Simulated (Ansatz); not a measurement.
The system is EuAgSb.

```xyz
6
Lattice="4.7550 0.0000 0.0000 -2.3775 4.1180 0.0000 0.0000 0.0000 8.2830" Properties=species:S:1:pos:R:3 pbc="T T T"
Eu    0.0000    0.0000    4.1415
Eu    0.0000    0.0000    0.0000
Sb    2.3775    1.3727    6.2122
Sb    0.0000    2.7453    2.0707
Ag    2.3775    1.3727    2.0707
Ag    0.0000    2.7453    6.2122
```

```yaml
Program: Ansatz 0.2.0
Task: relaxation of cell and atoms
Functional: PBEsol
Potentials_or_basis: Ansatz PAW
Cutoff: "420 eV (not typed: the program's choice for these potentials)"
k_mesh: 7 × 7 × 4
Occupations: fermi-dirac, width 0.05 eV
Spin: collinear spin, ferromagnetic start
Starting_moments: "[7.0, 7.0, 0.0, 0.0, 0.0, 0.0] μB"
```

At the start: volume 27.03 Å³/atom.

Question: How do energy, volume and symmetry change on relaxing?

Answer: It ends after 5 steps and the volume is 25.24 Å³/atom (-6.6 %); space group P6_3/mmc (No. 194, to 0.05 Å); moment 13.97 μB per cell.

The path:
```tsv
step	energy change (eV)	largest force (eV/Å)	volume (Å³)
1	0.0000	0.0000	162.19
2	-0.0879	0.0000	150.93
3	-0.1007	0.0000	152.00
4	-0.1024	0.0000	151.47
5	-0.0981	0.0000	151.47
```

Final structure:
```
Eu Sb Ag
1.0
     4.71924    0.00000    0.00000
    -2.35962    4.08698    0.00000
     0.00000    0.00000    7.85318
Eu Sb Ag
2 2 2
Cartesian
  0.0000 0.0000 3.9266
  0.0000 0.0000 0.0000
  2.3596 1.3623 5.8899
  0.0000 2.7247 1.9633
  2.3596 1.3623 1.9633
  0.0000 2.7247 5.8899
```

Caveat: the plane-wave basis is chosen anew once the cell has moved, so the energies of steps on either side of that aren't comparable; without U or exact exchange the open f shell lies at the Fermi level, which spoils levels, moments and volumes; the PAW data sets come from PBE, with cores solved anew for the run's functional, which leaves a small shift of forces and pressure.
